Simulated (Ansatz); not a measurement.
# BaSO4, space group F-43m: a single point from a YAML input

With Ansatz 0.2.0 through its Python package.

`baso4.yaml`
```yaml
crystal:
  lattice:
    - [0.0, 3.69878, 3.69878]
    - [3.69878, 0.0, 3.69878]
    - [3.69878, 3.69878, 0.0]
  atoms:
    - { symbol: Ba, position: [0.5, 0.5, 0.5] }
    - { symbol: S, position: [0.0, 0.0, 0.0] }
    - { symbol: O, position: [0.116388, 0.116388, 0.116388] }
    - { symbol: O, position: [0.650836, 0.116388, 0.116388] }
    - { symbol: O, position: [0.116388, 0.650836, 0.116388] }
    - { symbol: O, position: [0.116388, 0.116388, 0.650836] }
kpoints:
  mp_grid: { kspacing: 0.4 }
hamiltonian:
  xc: lda
scf:
  occupations: { method: fixed }
  initial_density: { chi_scale: 0.0 }
basis:
  ecutwfc: 510
output:
  forces: true
accuracy: medium
```

At the Python prompt:
```pycon
>>> import json
>>> import ansatz as az
>>> import numpy as np
>>> out = az.Session.from_deck("baso4.yaml").plan().execute()

>>> r = out.report
>>> r["kweights"]
[0.015625, 0.125, 0.0625, 0.09375, 0.375, 0.1875, 0.046875, 0.09375]
>>> r["converged"], r["free_energy_ev"]
(True, -8873.018963781597)
>>> sorted(key for key in r if key.endswith("_ev"))
['energy_sigma0_ev', 'entropy_ts_ev', 'fermi_energy_ev', 'free_energy_ev', 'gap_by_band_count_ev', 'harris_foulkes_ev', 'internal_energy_ev', 'lagrangian_ev', 'lagrangian_sigma0_ev']
>>> print(f"free energy      {r['free_energy_ev']:.5f} eV")
free energy      -8873.01896 eV
>>> print(f"per atom         {r['free_energy_ev'] / len(out.lattice.sites):.5f} eV")
per atom         -1478.83649 eV
>>> print(f"SCF iterations   {r['n_iterations']}  (converged: {r['converged']})")
SCF iterations   8  (converged: True)
>>> # forces, one row an atom
>>> forces = np.array(r["forces_ev_ang"])
>>> norms = np.linalg.norm(forces, axis=1)
>>> print("largest force {:.4f} eV/A on atom {}".format(norms.max(), norms.argmax()))
largest force 0.3638 eV/A on atom 2
>>> print(np.array2string(forces, precision=4, suppress_small=True))
[[-0.    0.   -0.  ]
 [ 0.   -0.    0.  ]
 [-0.21 -0.21 -0.21]
 [-0.21  0.21  0.21]
 [ 0.21 -0.21  0.21]
 [ 0.21  0.21 -0.21]]
>>> keep = ["free_energy_ev", "energy_sigma0_ev", "fermi_energy_ev", "n_iterations", "converged", "magnetization_mub", "n_kpoints"]
>>> with open("baso4.json", "w") as handle:
...     json.dump({key: r[key] for key in keep}, handle, indent=1)
...
```

`baso4.json`, as written:
```json
{
 "free_energy_ev": -8873.018963781597,
 "energy_sigma0_ev": -8873.018963781597,
 "fermi_energy_ev": 4.234614372586682,
 "n_iterations": 8,
 "converged": true,
 "magnetization_mub": 0.0,
 "n_kpoints": 8
}
```

Caveats:
- The settings weren't tested for convergence.
- Semilocal gaps usually lie well under measured ones.
- The structure comes from a database of computed cells and needn't be a stable or known phase.
- Gaps and levels are Kohn-Sham values on a finite set of k-points, without spin-orbit coupling.
- Wall time of the script: 2.7 s on 1 thread of Arm Neoverse V2, with other jobs on the host, peak memory 0.36 GiB.

(Lines on the test bed's own set-up are left out of the output.)
